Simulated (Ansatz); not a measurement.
# BH4NSSi: the cost of one run

Method: RKS LDA/def2-SVP, in Ansatz 0.2.0.

## 1. The starting structure

Bond lengths: B1–N2 1.255 Å, N2–Si3 1.708 Å, Si3–S4 2.158 Å, B1–H5 1.140 Å, Si3–H6 1.457 Å, Si3–H7 1.452 Å, S4–H8 1.325 Å. Angles: B1–N2–Si3 177.5°, N2–B1–H5 179.6°, N2–Si3–S4 109.3°, N2–Si3–H6 108.0°, N2–Si3–H7 110.5°, S4–Si3–H6 108.1°, S4–Si3–H7 104.3°, H6–Si3–H7 116.4°, Si3–S4–H8 96.4°.

As a file:

```xyz
8

B    -0.1920    1.4805   -1.5064
N     0.1287    0.7596   -0.5301
Si    0.5737   -0.2782    0.7513
S    -0.4619   -2.1590    0.5366
H    -0.4854    2.1415   -2.3880
H     0.1423    0.3360    2.0003
H     1.9790   -0.6305    0.6566
H    -1.6843   -1.6500    0.4797
```

## 2. End point A

The input, input.yaml:

```yaml
crystal:
  periodic: [false, false, false]
  atoms:
    - { symbol: B, position_ang: [-0.19204, 1.4805, -1.5064] }
    - { symbol: "N", position_ang: [0.12867, 0.75963, -0.53014] }
    - { symbol: Si, position_ang: [0.57374, -0.27817, 0.75129] }
    - { symbol: S, position_ang: [-0.46187, -2.15897, 0.53663] }
    - { symbol: H, position_ang: [-0.48543, 2.14148, -2.38795] }
    - { symbol: H, position_ang: [0.14226, 0.33603, 2.00026] }
    - { symbol: H, position_ang: [1.97896, -0.63051, 0.65656] }
    - { symbol: H, position_ang: [-1.68428, -1.64999, 0.47974] }
basis:
  gaussian: { orbitals: def2-SVP }
hamiltonian:
  xc: lda
relax:
  f_tol: 0.015
  max_steps: 40
```

On the command line:

```console
$ ansatz run input.yaml --threads 1 --pin off --max-ram 2048MiB --backend cpu --events-out ev --progress --plain --runs-dir out
```

**Question.** How long does this run take on 1 thread of Arm Neoverse V2, shared host, and how much memory does it need?

About 9.8 s, with a peak of 0.14 GiB.
